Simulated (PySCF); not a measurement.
# C7H6S2 (2-methylthieno[3,2-b]thiophene): the cost of one run

Programs: PySCF 2.14.0, with density-fitted response routines of our own. Each step states its level of theory. These are calculated values for one molecule, in the gas phase or a continuum, unless marked as measured. Atoms count from 0, in the outputs and in this text.

## Step 1: Starting geometry

15 atoms, charge 0, multiplicity 1; geometry from: GFN2-xTB. The atoms were then displaced at random by about 0.01 Å, so the start is not that level's minimum.

Bonds of the start (Å): C0–C1 1.51, C1–C2 1.37, C2–C3 1.36, C3–S4 1.76, S4–C5 1.74, C5–C6 1.37, C6–C7 1.42, C7–S8 1.73, S8–C1 1.77, C7–C3 1.39, C0–H9 1.07, C0–H10 1.10, C0–H11 1.08, C2–H12 1.07, C5–H13 1.08, C6–H14 1.08.

## Step 2: Relaxing the molecule at PBE0-D3(BJ)/def2-SVP

The job: settings as JSON, then the geometry in Å.

```
{"job": {"xc": "PBE0", "basis": "def2-SVP", "d3": "d3bj", "grid": 1, "shake": 0.01, "kind": "geom"}, "charge": 0, "multiplicity": 1}
C      2.912050    -0.153030     0.316930
C      1.410340    -0.067010     0.146780
C      0.678570    -0.096920    -1.013530
C     -0.655640    -0.007040    -0.766980
S     -2.108440    -0.000240    -1.762240
C     -3.109830     0.143390    -0.344720
C     -2.398360     0.169110     0.820970
C     -1.005840     0.092070     0.574620
S      0.396010     0.077830     1.587010
H      3.169230    -0.990980     0.929010
H      3.254950     0.763600     0.821980
H      3.375310    -0.210590    -0.653540
H      1.109430    -0.167340    -1.991780
H     -4.185190     0.189740    -0.466920
H     -2.857930     0.240030     1.795170
```

Command:

```console
OMP_NUM_THREADS=1 python probes_run.py task.json out
```

This one command runs all jobs of the session in turn.

**Question.** How long does this first job take on 1 thread of Intel Xeon Platinum 8488C, shared host, and how much memory does it need?

About 2.6 min, with a peak of 0.69 GiB.
